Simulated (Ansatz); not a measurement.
# CH₆BFO₂Si: a ladder of functionals and wavefunction methods

The task here is to estimate one member of a computed series from the others.

Computed with Ansatz 0.2.0, Gaussian basis. Level: functionals in def2-TZVPP, the program's frozen cores in correlated methods.

Levels to be run: PBE-D4, r2SCAN-D4, PBE0-D4, B3LYP-D4, ωB97X-V, ωB97M-V, B2PLYP; CCSD(T)/def2-TZVPP; MP2/def2-QZVPP; extrapolation to the limit.

### The geometry

An earlier PBE0-D4 in a triple-zeta def2 set relaxation fixed the geometry.

SMILES `OCB(F)O[SiH3]`, 12 atoms, charge 0, spin multiplicity 1.

Atoms are counted from 1 here; the program's logs count them from 0.

Bond lengths: O1–C2 1.417 Å, O1–H7 0.959 Å, C2–B3 1.575 Å, C2–H8 1.100 Å, C2–H9 1.100 Å, B3–F4 1.332 Å, B3–O5 1.338 Å, O5–Si6 1.659 Å, Si6–H10 1.481 Å, Si6–H11 1.484 Å, Si6–H12 1.481 Å. Angles: C2–O1–H7 109.8°, O1–C2–B3 109.0°, O1–C2–H8 111.9°, O1–C2–H9 111.9°, B3–C2–H8 108.9°, B3–C2–H9 108.9°, H8–C2–H9 106.1°, C2–B3–F4 117.7°, C2–B3–O5 124.1°, F4–B3–O5 118.2°, B3–O5–Si6 138.1°, O5–Si6–H10 111.1°, O5–Si6–H11 104.8°, O5–Si6–H12 111.1°, H10–Si6–H11 109.0°, H10–Si6–H12 111.6°, H11–Si6–H12 109.0°.

The first run:

in.yaml

```yaml
crystal:
  periodic: [false, false, false]
  atoms:
    - {symbol: O, position_ang: [0.682533, -0.955800, 0.881367]}
    - {symbol: C, position_ang: [-0.588696, -0.507382, 1.316591]}
    - {symbol: B, position_ang: [-1.164479, 0.507204, 0.258889]}
    - {symbol: F, position_ang: [-2.360581, 1.041473, 0.500674]}
    - {symbol: O, position_ang: [-0.527986, 0.863500, -0.863306]}
    - {symbol: Si, position_ang: [0.904635, 0.528687, -1.630816]}
    - {symbol: H, position_ang: [1.043693, -1.576499, 1.516900]}
    - {symbol: H, position_ang: [-1.298865, -1.339264, 1.435763]}
    - {symbol: H, position_ang: [-0.535211, -0.009503, 2.296253]}
    - {symbol: H, position_ang: [2.061457, 0.950647, -0.808832]}
    - {symbol: H, position_ang: [0.870519, 1.344429, -2.870073]}
    - {symbol: H, position_ang: [0.990181, -0.902689, -1.999409]}
basis:
  gaussian: {orbitals: def2-TZVPP}
hamiltonian: {xc: pbe, dispersion: d4}
output: {forces: true, orbitals: {seedname: orbitals}}
```

Command:

```sh
$ ansatz run in.yaml --threads 4 --pin off --events-out ev --progress --plain --max-ram 10444MiB
```

Steps of the session up to this table: PBE-D4 (GGA); r2SCAN-D4 (meta-GGA); PBE0-D4 (hybrid); B3LYP-D4 (hybrid); ωB97X-V (range-separated); ωB97M-V (range-separated); B2PLYP (double hybrid); CCSD(T) in def2-TZVPP; MP2 in def2-QZVPP.

One of the session's tables, all rows but one given; the rest of the session is left out.

```
            method  atomisation energy (eV)
            PBE-D4                   49.663
         r2SCAN-D4                   49.137
           PBE0-D4                        ?
          B3LYP-D4                   48.907
           ωB97X-V                   49.105
           ωB97M-V                   49.174
            B2PLYP                   48.522
     HF/def2-TZVPP                   36.343
    MP2/def2-TZVPP                   48.909
   CCSD/def2-TZVPP                   47.098
CCSD(T)/def2-TZVPP                   47.758
           MP2/CBS                   50.173
       CCSD(T)/CBS                   49.022
```

Estimate the missing values for PBE0-D4.

As computed: atomisation energy (eV): 48.735. In the column «atomisation energy (eV)» it lies between B2PLYP (48.522) and B3LYP-D4 (48.907).
